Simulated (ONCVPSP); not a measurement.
**Nitrogen: generating and testing an ONCV potential**

Aim: build the potential from the settings below, then test how well it stands in for the atom: other configurations, scattering, ghost states and the plane-wave cutoff that it needs.

Program: ONCVPSP 4.0.1. Reference atom: PBEsol, scalar-relativistic, spherical and spin-unpolarised. All values are calculated.

## (1) The atom and the settings

The settings as typed:

| Property | Result |
| --- | --- |
| element | nitrogen (N, Z = 7) |
| type | optimised norm-conserving Vanderbilt (ONCV) |
| frozen core | [He] |
| valence charge | 5 |
| reference configuration | 2s1.5 2p3.5 |
| partial waves | 2s: rc 0.80 bohr, ncon 4, nbas 8, qcut 8 1/bohr, 2 projectors, debl 3.4 Ha; 2p: rc 2.00 bohr, ncon 3, nbas 6, qcut 7.1 1/bohr, 2 projectors, debl 0.6 Ha; d scattering state at 0.28 Ha: rc 2.15 bohr, ncon 4, nbas 9, qcut 4.6 1/bohr, 2 projectors, debl 3.1 Ha |
| local potential | polynomial inside 0.75 bohr (lpopt 4, dvloc0 0 Ha) |
| core correction | Teter function, fcfact 2.25, rcfact 1.35 |

An earlier all-electron run gives the scale for the radii.

All-electron outer shells of the reference configuration (PBEsol, scalar-relativistic, ld1.x):

```tsv
shell	level (eV)	outermost node (bohr)	outermost maximum (bohr)
1s	-383.50	–	0.15
2s	-18.69	0.32	1.02
2p	-7.25	–	0.98
```

## (2) Generating the potential

The input, N.dat:

```
# ATOM AND REFERENCE CONFIGURATION
# atsym  z   nc   nv     iexc    psfile
  N 7.00    1    2  -116133      upf
#
#   n    l    f
    1    0    2.00
    2    0    1.50
    2    1    3.50
#
# PSEUDOPOTENTIAL AND OPTIMIZATION
# lmax
    2
#
#   l,   rc,      ep,       ncon, nbas, qcut
    0    0.80    0.00    4    8    8.00
    1    2.00    0.00    3    6    7.10
    2    2.15    0.28    4    9    4.60
#
# LOCAL POTENTIAL
# lloc, lpopt,  rc(5),   dvloc0
    4    4    0.75    0.00
#
# VANDERBILT-KLEINMAN-BYLANDER PROJECTORs
# l, nproj, debl
    0    2    3.40
    1    2    0.60
    2    2    3.10
#
# MODEL CORE CHARGE
# icmod, fcfact, rcfact
    3    2.25    1.35
#
# LOG DERIVATIVE ANALYSIS
# epsh1, epsh2, depsh
   -2.00    5.00    0.02
#
# OUTPUT GRID
# rlmax, drl
    6.00    0.01
#
# TEST CONFIGURATIONS
# ncnf
    4
# nvcnf
#   n    l    f
    2
    2    0    2.00
    2    1    3.00
#
    2
    2    0    2.00
    2    1    2.00
#
    2
    2    0    2.00
    2    1    1.00
#
    2
    2    0    2.00
    2    1    0.00
#
```

Run with:

```sh
$ oncvpsp.x < N.dat > N.out
```

Q: Predict the outcome of this session. Wanted: cutoffs for 1 and 0.1 mHa per electron, occupied waves; bound ghosts; GHOST(+) flags; largest test error; largest phase difference near zero energy, channels read; rms error of d²Exc/dn², without and with the model core.

The runs gave:

```
                                                quantity                   value
  cutoffs for 1 and 0.1 mHa per electron, occupied waves         29 Ha and 58 Ha
                                            bound ghosts         d at -720.48 eV
                                          GHOST(+) flags      none at low energy
                            largest test error (AE − PS)  +1894 meV, for 2s2 2p0
largest phase difference near zero energy, channels read               0.001 rad
 rms error of d²Exc/dn², without and with the model core       1.46 and 1.18 mHa
```

In words: It has a bound ghost (d), a state that the atom doesn't have, and that rules the file out. By total energies transferability is poor: the largest error is 1894 meV on 83.4 eV, for 2s2 2p0. That test lies far up in energy; among those under 40 eV, nearer to bonding, the largest error is 569 meV. It counts as of middling hardness, with 29 Ha needed at the looser tolerance. At the looser tolerance the 2s wave is the slowest; 2p needs 16 Ha. Near zero energy the phases of the channels with partial waves agree within 0.001 rad.
